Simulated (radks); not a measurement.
# The Coulomb parameter U of the 3d shell of Cu³⁺

Aim: U as the second difference [E(n + 1) + E(n − 1) − 2E(n)]/1², with all orbitals relaxed. Bare: the atom's charge changes with n. Screened: the 4s shell takes up the change. The start is a model configuration, not necessarily the ground state.

Program: radks (a radial shooting solver on a logarithmic mesh, Libxc functionals) version 1. Level of theory: scalar-relativistic Kohn-Sham, BLYP, spin-unpolarised, spherical densities, point nucleus. These are calculated values, not measurements, unless marked.

## Step 1: The system

- element: copper (Z = 29)
- charge: +3
- electrons: 26
- configuration: [Ar] 3d7 4s1

Outer shells as boxes (Hund's rule):

Cu³⁺
```
[Ar] core
3d [↑↓][↑↓][↑ ][↑ ][↑ ]
4s [↑ ]
```

## Step 2: Start: [Ar] 3d7 4s1

The run's settings:

```text
Z 29
configuration [Ar] 3d7 4s1
relativity scalar-relativistic
functional b88,lyp
spin unpolarised
nucleus point
c 137.035999084
```

## Step 3: Bare +1: [Ar] 3d8 4s1

The run's settings:

```text
Z 29
configuration [Ar] 3d8 4s1
relativity scalar-relativistic
functional b88,lyp
spin unpolarised
nucleus point
c 137.035999084
```

## Step 4: Bare -1: [Ar] 3d6 4s1

The run's settings:

```text
Z 29
configuration [Ar] 3d6 4s1
relativity scalar-relativistic
functional b88,lyp
spin unpolarised
nucleus point
c 137.035999084
```

## Step 5: Screened +1: [Ar] 3d8

The run's settings:

```text
Z 29
configuration [Ar] 3d8
relativity scalar-relativistic
functional b88,lyp
spin unpolarised
nucleus point
c 137.035999084
```

## Step 6: Screened -1: [Ar] 3d6 4s2

The run's settings:

```text
Z 29
configuration [Ar] 3d6 4s2
relativity scalar-relativistic
functional b88,lyp
spin unpolarised
nucleus point
c 137.035999084
```

Before running it: what results should come out?

As calculated:

```csv
quantity,value (eV)
"U, bare",21.891
"U, screened by 4s",5.886
"F0(3d,3d), frozen orbitals",30.711
```

In words: Relaxing the orbitals brings U down to 71 % of the Slater integral F0. Letting 4s compensate leaves 27 % of the bare value; this second difference measures U(3d,3d) + U(4s,4s) − 2U(3d,4s). A solid screens further than the bare atom, so the bare value is an upper guide for the U of a crystal.
